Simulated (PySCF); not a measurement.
# [AsF2]+: rigid scans about the minimum

How stiff is [AsF2]+ (singlet) against rigid distortions? The scans start from its PBE0 minimum.

Method: PBE0, basis As def2-TZVP, F def2-TZVP, no relativity, density fitting; program: PySCF 2.14.0.

## (1) Starting geometry

3 atoms, charge 1, spin multiplicity 1.

Bond lengths: As1–F2 1.656 Å, As1–F3 1.656 Å. Angles: F2–As1–F3 98.4°.

Z-matrix (Å, degrees; charge 1 multiplicity 1):
```
As
F  1 1.6563
F  1 1.6563 2 98.42
```

## (2) Breathing scan

One driver script runs all scans and calls PySCF for each point, on a (75, 302) grid.

Launch:

```bash
> OMP_NUM_THREADS=2 python axn.py task.json out
```

A rigid scan with PBE0: all bonds to the central atom are scaled together. Each point starts from its neighbour's orbitals, and energies count from the minimum. Dipoles of the ion refer to the centre of mass.

```
scale of all bonds to the centre  energy (kJ/mol)  dipole size (D)
                            0.88            232.7             1.44
                            0.92             89.9             1.84
                            0.96             19.7             2.24
                            1.00              0.0             2.64
                            1.04             15.4             3.02
                            1.08             54.7             3.40
                            1.14            142.1             3.91
                            1.22            285.3             4.52
                            1.35            531.0             5.29
```

The scan took 9.4 s on 2 threads of Arm Neoverse V1, shared host.

## (3) Stretching one bond

A rigid scan with PBE0: the bond from As to the last atom (F) is scaled and the rest held.

```
scale of one bond  energy (kJ/mol)  dipole size (D)
             0.92             43.0             2.32
             0.96              9.4             2.46
             1.00              0.0             2.64
             1.05             11.1             2.90
             1.12             52.5             3.32
             1.20            118.2             3.80
             1.35            253.3             4.62
             1.55            411.7             5.41
             1.80            552.2             5.92
             2.20            672.9             6.14
```

The scan took 14 s.

A restricted determinant lies too high at long bonds, where the pair should uncouple.

## (4) Bending curve

A rigid scan with PBE0: the F–As–F angle changes, with bonds held.

```
bond angle (°)  energy (kJ/mol)  dipole size (D)
            80             49.6             3.50
            90              8.5             3.04
           100              0.3             2.56
           110             12.4             2.07
           120             39.1             1.58
           130             76.1             1.13
           140            119.6             0.72
           150            165.0             0.38
           160            206.7             0.16
           170            236.7             0.04
           180            247.8             0.00
```

The scan took 12 s.

## (5) What came out

```
                quantity         value
    all bonds 4 % longer   15.4 kJ/mol
    one bond 20 % longer  118.2 kJ/mol
linear shape, bonds held  247.8 kJ/mol
```

Shortening all bonds by 4 % costs 19.7 kJ/mol and lengthening them 15.4: the wall is steeper on the short side. Held rigid otherwise, the linear shape costs 248 kJ/mol.
